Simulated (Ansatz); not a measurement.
# TiSbSe4: what a guessed cell relaxes into

Aim: relax a trial structure of TiSbSe4 and see where it ends.

Computed with Ansatz 0.2.0 (DFT PBE, scalar-relativistic, plane waves, PAW, unless a step's input says otherwise).

**1. The starting structure**

The structure is cubic, space group F-43m (No. 216). Conventional cell: a = 8.606 Å, b = 8.606 Å, c = 8.606 Å, α = 90.00°, β = 90.00°, γ = 90.00°. Ti (site symmetry -43m) has 12 Se at 3.56 Å and 4 Sb at 3.73 Å in its first shell of neighbours. Sb (site symmetry -43m) is surrounded by 12 Se at 3.57 Å and 4 Ti at 3.73 Å. Se (site symmetry 3m) is surrounded by 6 Se at 3.00 to 3.08 Å and 3 Ti at 3.56 Å and 3 Sb at 3.57 Å.

Structure file:

```xyz
6
Lattice="0.0000 4.3031 4.3031 4.3031 0.0000 4.3031 4.3031 4.3031 0.0000" Properties=species:S:1:pos:R:3 pbc="T T T"
Ti    6.4547    6.4547    6.4547
Sb    0.0000    0.0000    0.0000
Se    5.3644    5.3644    3.2419
Se    3.2419    5.3644    5.3644
Se    5.3644    3.2419    5.3644
Se    3.2419    3.2419    3.2419
```

The cell is invented: species swapped into a database cell of NdMgNi4 (F-43m, No. 216), with Sb on the Nd sites, Ti on the Mg sites and Se on the Ni sites. Its size is a rough estimate.

**2. The guess as it stands, on a coarse mesh**

The input, input.yaml:

```yaml
crystal:
  lattice:
    - [0.0, 4.30311926, 4.30311926]
    - [4.30311926, 0.0, 4.30311926]
    - [4.30311926, 4.30311926, 0.0]
  atoms:
    - { symbol: Ti, position: [0.75, 0.75, 0.75], spin: 1.0 }
    - { symbol: Sb, position: [0.0, 0.0, 0.0] }
    - { symbol: Se, position: [0.37668796, 0.37668796, 0.86993611] }
    - { symbol: Se, position: [0.86993611, 0.37668796, 0.37668796] }
    - { symbol: Se, position: [0.37668796, 0.86993611, 0.37668796] }
    - { symbol: Se, position: [0.37668796, 0.37668796, 0.37668796] }
basis:
  ecutwfc: 420
kpoints:
  mp_grid: { grid: [4, 4, 4] }
hamiltonian:
  xc: pbe
scf:
  occupations: { method: gaussian, width: 0.1 }
  lower_state_search: "off"
output:
  forces: true
  stress: true
  eigenvalues: true
  populations: true
magnetization:
  spin_polarized: true
```

Started as:

```console
$ ansatz run input.yaml --threads 1 --pin off --max-ram 2560MiB --backend cpu --events-out ev --progress --plain --runs-dir out
```

Further runs follow: a loose first relaxation; full relaxation.

Before running it: what results should come out? Wanted: conventional cell; volume; energy over the elements; gap on the mesh; total moment.

**Answer**, as computed:

| quantity | value |
| --- | --- |
| symmetry at the end (tolerance 0.05 Å) | space group F-43m (No. 216) |
| conventional cell | a = 8.079 Å, b = 8.079 Å, c = 8.079 Å, α = 90.00°, β = 90.00°, γ = 90.00° |
| volume | 21.97 Å³/atom |
| energy over the elements | +0.57 eV/atom |
| gap on the mesh | none (metal) |
| total moment | 1.52 μB/cell |

In words: The space group F-43m (No. 216) is kept, and the volume per atom shrinks by 17.3 % from the first guess. With a positive formation energy it can't be a ground state. No finished test with a distortion of lower symmetry is shown, so the end may be a saddle point. The runs treat Sb without spin-orbit coupling. Other magnetic orders were not searched.
